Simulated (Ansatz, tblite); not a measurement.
# The cluster Cd₄Te₄H₁₄: a ladder of methods and basis sets

Aim: run the singlet of the cluster Cd₄Te₄H₁₄ at one geometry on many levels, and compare frontier levels, spin and run time.

Computed with Ansatz 0.2.0, Gaussian basis. Level: as each input shows.

Levels to be run: GFN1-xTB, GFN2-xTB, PBE-D4/def2-TZVP, r2SCAN-D4/def2-TZVP, LDA/def2-TZVP, B97M-V/def2-TZVP, BLYP-D4/def2-TZVP, PBE-D4/def2-SVP, PBE0-D4/def2-SVP, MP2/def2-TZVP, RPA/def2-TZVP.

**1. The structure**

The singlet was relaxed beforehand with PBE-D4/def2-SVP, loosely relaxed.

22 atoms, charge 0, spin multiplicity 1.

Bond lengths: Cd1–Te4 3.045 Å, Cd1–H9 1.690 Å, Cd1–H19 1.832 Å, Te2–Cd6 3.165 Å, Te2–H11 1.679 Å, Te2–H12 1.697 Å, Cd3–Cd7 3.194 Å, Cd3–H13 1.690 Å, Cd3–H14 1.726 Å, Te4–Cd7 3.027 Å, Te4–H15 1.683 Å, Te5–Cd6 3.064 Å, Te5–H16 1.698 Å, Te5–H17 1.703 Å, Cd6–Te8 2.832 Å, Cd6–H18 1.713 Å, Cd7–Te8 2.883 Å, Cd7–H19 1.924 Å and more. Angles: Te4–Cd1–H9 117.5°, Te4–Cd1–H19 96.3°, H9–Cd1–H19 146.3°, Cd6–Te2–H11 91.1°, Cd6–Te2–H12 88.6°, H11–Te2–H12 89.7°, Cd7–Cd3–H13 115.0°, Cd7–Cd3–H14 78.0°, H13–Cd3–H14 166.9°, Cd1–Te4–Cd7 60.3°, Cd1–Te4–H15 90.3°, Cd7–Te4–H15 105.2°, Cd6–Te5–H16 89.8°, Cd6–Te5–H17 90.5°, H16–Te5–H17 87.4°, Te2–Cd6–Te5 95.6°, Te2–Cd6–Te8 106.2°, Te2–Cd6–H18 102.3° and more.

Cd, Te take a core potential in the def2 sets. No spin-orbit coupling is included.

PBE0-D4/def2-TZVP was run before; its log isn't repeated, and its numbers join the tables.

**2. GFN1-xTB**

Tight binding, by tblite at 300 K electronic temperature and without a spin-polarisation term:

```python
tblite.interface.Calculator('GFN1-xTB', numbers, positions, charge=0, uhf=0).singlepoint()
```

Energy -709.7827 eV, HOMO -9.37 eV, LUMO -6.08 eV; 0.022 s.

**3. GFN2-xTB**

Tight binding, by tblite at 300 K electronic temperature and without a spin-polarisation term:

```python
tblite.interface.Calculator('GFN2-xTB', numbers, positions, charge=0, uhf=0).singlepoint()
```

Energy -595.1446 eV, HOMO -10.00 eV, LUMO -6.94 eV; 0.025 s.

**4. PBE-D4/def2-TZVP**

start.molden holds the orbitals of an earlier run on this state, given as this run's starting guess.

Input file in.yaml:

```yaml
crystal:
  periodic: [false, false, false]
  atoms:
    - {symbol: Cd, position_ang: [-2.305006, 0.423826, -2.220284]}
    - {symbol: Te, position_ang: [-2.212398, -1.185059, 1.511820]}
    - {symbol: Cd, position_ang: [3.276544, -0.064667, -2.022589]}
    - {symbol: Te, position_ang: [0.009085, -1.361000, -1.364129]}
    - {symbol: Te, position_ang: [2.369035, -1.725265, 1.386972]}
    - {symbol: Cd, position_ang: [0.385248, 0.315521, 2.521017]}
    - {symbol: Cd, position_ang: [0.521173, 1.551514, -2.011220]}
    - {symbol: Te, position_ang: [0.820901, 2.449872, 0.711329]}
    - {symbol: H, position_ang: [-3.842815, -0.273304, -2.289853]}
    - {symbol: H, position_ang: [-3.571444, 1.821046, 0.390630]}
    - {symbol: H, position_ang: [-1.517707, -2.677892, 1.839238]}
    - {symbol: H, position_ang: [-2.813207, -1.125251, 3.097498]}
    - {symbol: H, position_ang: [3.629846, -0.866576, -3.467961]}
    - {symbol: H, position_ang: [3.234747, 0.564426, -0.415461]}
    - {symbol: H, position_ang: [-0.031671, -2.143251, -2.853634]}
    - {symbol: H, position_ang: [1.485777, -2.979351, 2.114467]}
    - {symbol: H, position_ang: [3.289029, -1.648325, 2.818563]}
    - {symbol: H, position_ang: [0.253125, 0.167515, 4.222035]}
    - {symbol: H, position_ang: [-1.307185, 1.941272, -2.464296]}
    - {symbol: H, position_ang: [1.917873, 1.667955, -3.036101]}
    - {symbol: H, position_ang: [-2.865648, 2.074125, 0.565936]}
    - {symbol: H, position_ang: [-0.725293, 3.072881, 0.966063]}
basis:
  gaussian: {orbitals: def2-TZVP, fitting: {mean_field: def2-universal-jkfit}, initial_orbitals: start.molden}
hamiltonian: {xc: pbe, dispersion: d4}
scf: {omitted_lower_state_checks: [starts]}
output: {forces: true, orbitals: {seedname: orbitals}}
```

The run is started by

```bash
$ ansatz run in.yaml --threads 2 --pin off --events-out ev --progress --plain --max-ram 32768MiB --backend cuda --devices 0, --max-vram 18GiB
```

Further steps of the session: r2SCAN-D4/def2-TZVP; LDA/def2-TZVP; B97M-V/def2-TZVP; BLYP-D4/def2-TZVP; PBE-D4/def2-SVP; PBE0-D4/def2-SVP; MP2/def2-TZVP; RPA/def2-TZVP.

Before running them: what should the planned runs give, taken together? Wanted: gap in def2-TZVP, named functionals, smallest and largest; correlation energy, MP2/def2-TZVP; binding an atom, functionals in def2-TZVP; PBE0 total energy, smallest basis above largest.

As calculated:

| quantity | value |
| --- | --- |
| gap in def2-TZVP, named functionals, smallest and largest | 3.21 eV (BLYP-D4), 4.96 eV (PBE0-D4) |
| correlation energy, MP2/def2-TZVP | -109.83 eV |
| binding an atom, functionals in def2-TZVP | 1.81 (BLYP-D4) to 2.15 eV (LDA) |
| PBE0 total energy, smallest basis above largest | 5.84 eV (def2-SVP, def2-TZVP) |

**Reading.** Over the named functionals in def2-TZVP the gap runs from 3.21 eV (BLYP-D4) to 4.96 eV (PBE0-D4); exact exchange widens it.
